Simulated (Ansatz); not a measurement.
# C2H8FGeN: the cost of one run

Program: Ansatz 0.2.0. Level of theory: RKS PBE0-D4/def2-SVP. These are calculated values, not measurements.

### Step 1. The structure to begin with

Bond lengths: N1–Ge2 1.798 Å, Ge2–C3 1.925 Å, C3–C4 1.567 Å, C4–F5 1.366 Å, N1–H6 1.054 Å, N1–H7 1.083 Å, Ge2–H8 1.519 Å, Ge2–H9 1.513 Å, C3–H10 1.139 Å, C3–H11 1.134 Å, C4–H12 1.088 Å, C4–H13 1.217 Å. Angles (14 of 21 angles, heavy atoms first): N1–Ge2–C3 109.1°, Ge2–C3–C4 114.0°, C3–C4–F5 109.7°, N1–Ge2–H8 110.3°, N1–Ge2–H9 110.2°, C3–Ge2–H8 108.4°, C3–Ge2–H9 108.9°, Ge2–N1–H6 111.3°, Ge2–N1–H7 108.5°, Ge2–C3–H10 110.6°, Ge2–C3–H11 110.6°, C4–C3–H10 105.6°, C4–C3–H11 109.9°, C3–C4–H12 110.8°.

Coordinates:

```xyz
13

N    -2.0713    0.0298   -0.5269
Ge   -0.6287   -1.0421   -0.5770
C     0.6891   -0.3855    0.6633
C     1.2831    1.0129    0.2814
F     1.8274    0.9555   -0.9706
H    -2.3681    0.2274    0.4652
H    -1.7874    1.0063   -0.9001
H    -1.0072   -2.4559   -0.1718
H    -0.0308   -1.0507   -1.9668
H     1.5800   -1.0930    0.7120
H     0.2653   -0.3505    1.7142
H     1.9602    1.3702    1.0550
H     0.3088    1.7408    0.2367
```

### Step 2. Relaxing end A

Input file input.yaml:

```yaml
crystal:
  periodic: [false, false, false]
  atoms:
    - { symbol: "N", position_ang: [-2.0713, 0.0298, -0.5269] }
    - { symbol: Ge, position_ang: [-0.6287, -1.0421, -0.577] }
    - { symbol: C, position_ang: [0.6891, -0.3855, 0.6633] }
    - { symbol: C, position_ang: [1.2831, 1.0129, 0.2814] }
    - { symbol: F, position_ang: [1.8274, 0.9555, -0.9706] }
    - { symbol: H, position_ang: [-2.3681, 0.2274, 0.4652] }
    - { symbol: H, position_ang: [-1.7874, 1.0063, -0.9001] }
    - { symbol: H, position_ang: [-1.0072, -2.4559, -0.1718] }
    - { symbol: H, position_ang: [-0.0308, -1.0507, -1.9668] }
    - { symbol: H, position_ang: [1.58, -1.093, 0.712] }
    - { symbol: H, position_ang: [0.2653, -0.3505, 1.7142] }
    - { symbol: H, position_ang: [1.9602, 1.3702, 1.055] }
    - { symbol: H, position_ang: [0.3088, 1.7408, 0.2367] }
basis:
  gaussian: { orbitals: def2-SVP }
hamiltonian:
  xc: pbe0
  dispersion: d4
relax:
  f_tol: 0.015
  max_steps: 40
output:
  orbitals: {}
```

Command:

```bash
> ansatz run input.yaml --threads 2 --pin off --max-ram 3072MiB --backend cpu --events-out ev --progress --plain --runs-dir out
```

What time and memory should one allow on 2 threads of Intel Xeon 6975P-C (Granite Rapids), shared host?

About 54 s, with a peak of 0.36 GiB.
